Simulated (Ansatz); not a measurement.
This script makes a ladder of basis sets of H₄NSeSi, SMILES [NH][SiH2][SeH] with Ansatz 0.2.0 through its Python package.

Contents of `h4nsesi.xyz`:
```text
7

N    -1.07960    1.19380   -0.05720
Si   -0.47500   -0.48750    0.03030
Se    1.50950   -0.64140   -1.08270
H    -0.35820    1.79660    0.39780
H    -1.45490   -1.39320   -0.58760
H    -0.27740   -0.86480    1.43780
H     2.13550    0.39640   -0.13840
```

Script `run_basis.py`:
```python
"""Basis-set convergence for H4NSeSi."""

import ansatz


def main() -> None:
    molecule = ansatz.Crystal.molecule_from_extxyz("h4nsesi.xyz")

    setup = molecule.calculation()
    setup = setup.functional("pbe0")
    setup = setup.spin("collinear", total=1)

    energies = {}
    for basis in ["cc-pVDZ", "cc-pVTZ"]:
        rep = setup.basis(gaussian=basis).run(threads=1, backend="cpu").report
        size = rep["n_frozen"] + rep["n_occupied"][0] + rep["n_virtual"][0]
        energies[basis] = (rep["reference_energy_ev"] / 27.211386246, rep["free_energy_ev"] / 27.211386246)
        print(f"{basis:14s} {size:4d} orbitals  reference {energies[basis][0]:14.6f} Ha  total {energies[basis][1]:14.6f} Ha")

    last = energies["cc-pVTZ"][1]
    for basis, (_, total) in energies.items():
        print(f"{basis:14s} lies {27.211386 * (total - last):9.4f} eV above cc-pVTZ")


if __name__ == "__main__":
    main()
```

How far does the total energy move along this ladder of basis sets?

Against cc-pVDZ: cc-pVTZ -110.4 mHa. The last step alone is -110.40 mHa. From the first set to the last the time grows from 4.4 to 8.1 s.

What the script printed:

Running `python run_basis.py` prints:
```text
cc-pVDZ          79 orbitals  reference   -2747.666639 Ha  total   -2747.666639 Ha
cc-pVTZ         163 orbitals  reference   -2747.777037 Ha  total   -2747.777037 Ha
cc-pVDZ        lies    3.0041 eV above cc-pVTZ
cc-pVTZ        lies    0.0000 eV above cc-pVTZ
```

Reading the output:
- The drop along the ladder measures the basis error, and is no property of the molecule.
- The geometry is a force-field or estimated start, not a minimum of this method, and the last set is no limit. Much of the fall in a total is atomic energy, which cancels in bond and reaction energies.
- The species is open-shell (spin multiplicity 2).
- For Al to Cl the sets with a tight d function, cc-pV(X+d)Z, are usual.
- The whole script took 13 s on 1 thread of Intel(R) Xeon(R) Processor @ 2.30GHz, on a shared host, peak memory 0.55 GiB.
